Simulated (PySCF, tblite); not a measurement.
**C₆H₁₁NSi: geometry, infrared bands and NMR shifts**

What infrared bands and NMR shifts should C₆H₁₁NSi (`N#CC[C@@H]1CC[SiH2]C1`) show?

The runs use tblite 0.8.0 and PySCF 2.14.0, with density-fitted response routines of our own; the level of theory stands in each step. All values are computed, except where a source is named. Atoms count from 0, in the outputs and in this text.

## 1. The starting structure

19 atoms, charge 0, multiplicity 1; geometry from: force field or distance geometry start.

Bonds of the start (Å): N0–C1 1.17, C1–C2 1.47, C2–C3 1.53, C3–C4 1.49, C4–C5 1.52, C5–Si6 1.89, Si6–C7 1.88, C7–C3 1.55, C2–H8 1.11, C2–H9 1.11, C3–H10 1.10, C4–H11 1.12, C4–H12 1.11, C5–H13 1.11, C5–H14 1.10, Si6–H15 1.46, Si6–H16 1.46, C7–H17 1.09, C7–H18 1.09.

## 2. Relaxing the molecule with GFN2-xTB

The job: settings as JSON, then the geometry in Å.

```
{"job": {"kind": "relax", "xc": "GFN2-xTB", "basis": "xTB"}, "charge": 0, "multiplicity": 1}
N      3.026900     1.295600     0.117200
C      2.436600     0.357900    -0.245000
C      1.713700    -0.844200    -0.698600
C      0.234200    -0.661400    -0.364300
C     -0.374200     0.545600    -0.995600
C     -1.803000     0.659700    -0.491500
Si    -1.544200     0.190000     1.320200
C      0.234200    -0.390100     1.156900
H      1.854400    -0.943800    -1.793800
H      2.091700    -1.715700    -0.134100
H     -0.348500    -1.569800    -0.577200
H     -0.389500     0.430300    -2.107800
H      0.222500     1.433300    -0.695800
H     -2.484200    -0.076900    -0.959300
H     -2.197100     1.687800    -0.528600
H     -1.638300     1.335600     2.221600
H     -2.386500    -0.944400     1.696400
H      0.868700     0.486900     1.311200
H      0.472700    -1.267400     1.760800
```

Run with:

```sh
> OMP_NUM_THREADS=1 python probes_run.py task.json out
```

The driver reads the jobs from task.json and runs them one after another.

**Question.** This job is followed by: GFN2-xTB harmonic vibrations, gas phase; GIAO PBE0/pcSseg-1 NMR shielding, non-relativistic, gas phase. What will the session give for the following? strongest single infrared mode (GFN2-xTB); zero-point energy (GFN2-xTB); ¹³C shifts against TMS (PBE0/pcSseg-1); ¹H shifts against TMS (PBE0/pcSseg-1); ¹⁵N shifts against NH3 (PBE0/pcSseg-1); ²⁹Si shifts against TMS (PBE0/pcSseg-1).

As calculated:

| quantity | value |
| --- | --- |
| strongest single infrared mode (GFN2-xTB) | 2244 cm⁻¹, 361 km/mol |
| zero-point energy (GFN2-xTB) | 96.2 kcal/mol |
| ¹³C shifts against TMS (PBE0/pcSseg-1) | 122.7, 41.5, 36.4, 24.7, 15.2, 10.1 ppm |
| ¹H shifts against TMS (PBE0/pcSseg-1) | 4.32, 4.31, 2.55, 2.55, 1.88, 1.64, 1.60, 1.18, 1.14, 0.92, 0.87 ppm |
| ¹⁵N shifts against NH3 (PBE0/pcSseg-1) | 303.2 ppm |
| ²⁹Si shifts against TMS (PBE0/pcSseg-1) | -30.0 ppm |

In words: Over 56 steps the energy fell by 0.495 eV; of the close pairs, C3–C4 changed most, 1.492 to 1.530 Å. No mode is imaginary among the 51: a minimum at this level. The strongest single mode, at 2244 cm⁻¹, moves mainly H16. GFN2-xTB is a fitted tight-binding method: band positions and strengths are rough. Its intensities can rank the bands wrongly. The most deshielded carbon is C1 (nitrile carbon), at 122.7 ppm: C≡N carbons fall here, among the sp2 signals but without a proton. At PBE0/pcSseg-1: The largest span, 517 ppm, is at N0, where the paramagnetic term is -376 ppm.
